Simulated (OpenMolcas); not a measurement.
# Fe⁴⁺ among point charges: CASSCF and CASPT2 levels and susceptibility

How does a field of 4 point charges split the states of Fe⁴⁺, and what χT follows?

The numbers are computed with OpenMolcas 26.06 (state-averaged CASSCF and CASPT2, spin-orbit coupling by RASSI with atomic mean-field integrals), except any that are marked as measured or tabulated.

### 1 Starting point

| Item | Value |
| --- | --- |
| Species | Fe⁴⁺ (iron, Z = 26, 22 electrons) |
| Basis | ANO-RCC-VDZP [5s4p2d1f], 34 functions |
| Scalar Hamiltonian | DKH2, point nucleus |
| Inactive shells | 1s 2s 2p 3s 3p |
| Active space | 4 electrons in 5 orbitals (3d) |
| Some configurations of this space | 3d4 |
| Orbitals | optimised for each spin and parity, averaged over all roots |

The outer shells:

3d4
```
3d [↑ ][↑ ][↑ ][↑ ][  ]
```

The ion sits among 4 point charges of -2 e arranged as a tetrahedron (Td), 1.81 Å from the ion.

The work runs as a chain of OpenMolcas steps in one folder; each step below is one input file. Labels, J, g values, rates, χT and fits are worked out afterwards by a script from the matrices that RASSI stores.

### 2 Basis and integrals

Contents of a.inp:

```
&GATEWAY
Coord
1

Fe 0.0 0.0 0.0
Basis=ANO-RCC-VDZP
Group=NoSym
NoMove
AngMom=0.0 0.0 0.0
AMFI
XField
4 Angstrom 0
1.045004 1.045004 1.045004 -2.000000
1.045004 -1.045004 -1.045004 -2.000000
-1.045004 1.045004 -1.045004 -2.000000
-1.045004 -1.045004 1.045004 -2.000000
&SEWARD
```

The run is started by

```console
$ OMP_NUM_THREADS=1 MOLCAS_MEM=1689 MOLCAS_PROJECT=a pymolcas a.inp > a.log
```

### 3 CASSCF: quintets, 5 roots

Contents of a.inp:

```
&RASSCF
FileOrb=start.orb
Symmetry=1
Spin=5
nActEl=4 0 0
Inactive=9
Ras2=5
CIRoot=5 5 1
SDav=5
CIMx=300
Iter=120 100
PrWF=0.3
OrbListing=Nothing
MaxOrb=0
>>> COPY $Project.JobIph JOB001
```

start.orb holds the contracted functions of the basis, ordered by shell, or the orbitals of the step before.

### 4 CASSCF: triplets, 45 roots

Contents of a.inp:

```
&RASSCF
FileOrb=start.orb
Symmetry=1
Spin=3
nActEl=4 0 0
Inactive=9
Ras2=5
CIRoot=45 45 1
SDav=45
CIMx=300
Iter=120 100
PrWF=0.3
OrbListing=Nothing
MaxOrb=0
>>> COPY $Project.JobIph JOB002
```

### 5 CASSCF: singlets, 50 roots

Contents of a.inp:

```
&RASSCF
FileOrb=start.orb
Symmetry=1
Spin=1
nActEl=4 0 0
Inactive=9
Ras2=5
CIRoot=50 50 1
SDav=50
CIMx=300
Iter=120 100
PrWF=0.3
OrbListing=Nothing
MaxOrb=0
>>> COPY $Project.JobIph JOB003
```

### 6 State interaction with spin-orbit coupling

Contents of a.inp:

```
&RASSI
NrOfJobIphs=3 5 45 50
1 2 3 4 5
1 2 3 4 5 6 7 8 9 10 11 12 13 14 15 16 17 18 19 20 21 22 23 24 25 26 27
28 29 30 31 32 33 34 35 36 37 38 39 40 41 42 43 44 45
1 2 3 4 5 6 7 8 9 10 11 12 13 14 15 16 17 18 19 20 21 22 23 24 25 26 27
28 29 30 31 32 33 34 35 36 37 38 39 40 41 42 43 44 45 46 47 48 49 50
IphNames
JOB001
JOB002
JOB003
EJob
SpinOrbit
DIPRint=1.0
SOCoupling=1000.0
Subsets=2
Property=9
'ANGMOM' 1 'ANGMOM' 2 'ANGMOM' 3 'MLTPL  1' 1 'MLTPL  1' 2 'MLTPL  1' 3
'AMFI' 1 'AMFI' 2 'AMFI' 3
SOProperty=3
'ANGMOM' 1 'ANGMOM' 2 'ANGMOM' 3
```

### 7 CASPT2: IPEA 0.25, imaginary shift 0.1 (closed shells correlated: 3s 3p)

Contents of a.inp:

```
>>> COPY JOB001 $Project.JobIph
&CASPT2
Multistate=5 1 2 3 4 5
NoMult
Frozen=5
IPEA=0.25
Imaginary=0.1
MaxIter=60
WThr=0.0 0.3 0.05
PrWF=0.5
NoMix
>>> COPY JOB002 $Project.JobIph
&CASPT2
Multistate=45 1 2 3 4 5 6 7 8 9 10 11 12 13 14 15 16 17 18 19 20 21 22
23 24 25 26 27 28 29 30 31 32 33 34 35 36 37 38 39 40 41 42 43 44 45
NoMult
Frozen=5
IPEA=0.25
Imaginary=0.1
MaxIter=60
WThr=0.0 0.3 0.05
PrWF=0.5
NoMix
>>> COPY JOB003 $Project.JobIph
&CASPT2
Multistate=50 1 2 3 4 5 6 7 8 9 10 11 12 13 14 15 16 17 18 19 20 21 22
23 24 25 26 27 28 29 30 31 32 33 34 35 36 37 38 39 40 41 42 43 44 45 46
47 48 49 50
NoMult
Frozen=5
IPEA=0.25
Imaginary=0.1
MaxIter=60
WThr=0.0 0.3 0.05
PrWF=0.5
NoMix
```

(Steps that only read results are left out.)

Q: Predict the outcome of this session. Wanted: spin-free ground state; first state of the same spin within the active space; lowest level; next level.

The runs gave:

| quantity | value |
| --- | --- |
| method | SS-CASPT2, IPEA 0.25, imaginary shift 0.1 (closed shells correlated: 3s 3p) |
| spin-free ground state | 5T2, 3-fold in its orbital part |
| first state of the same spin within the active space | 5E at 1680 cm⁻¹ |
| lowest level | 1-fold A1 |
| next level | 103.2 cm⁻¹ |
| χT at 300 K | 1.77 cm³ K/mol |
| effective moment at 300 K | 3.76 μB |

Cost by method:

| method | time of its own steps | time with the reference |
| --- | --- | --- |
| A. CASSCF | 21 s | 21 s |
| B. SS-CASPT2, IPEA 0.25, imaginary shift 0.1, +3s 3p | 6.7 s | 28 s |

Times are of one thread on a shared host.

**Reading.** The spin-free ground state (5T2) comes to 100 % from free-ion D terms and keeps the highest spin of the shell. χT at 300 K is 1.77, against 3.01 cm³ K/mol for the spin alone, so spin-orbit coupling lowers it. An active space of the d shell alone favours high spin; real ions in strong fields can be low spin. CASPT2 does not keep the components of a term degenerate, and the means are used. The field of point charges can differ much from that of real complexes. Point charges carry no covalency, so the field is a model and not that of real ligands.
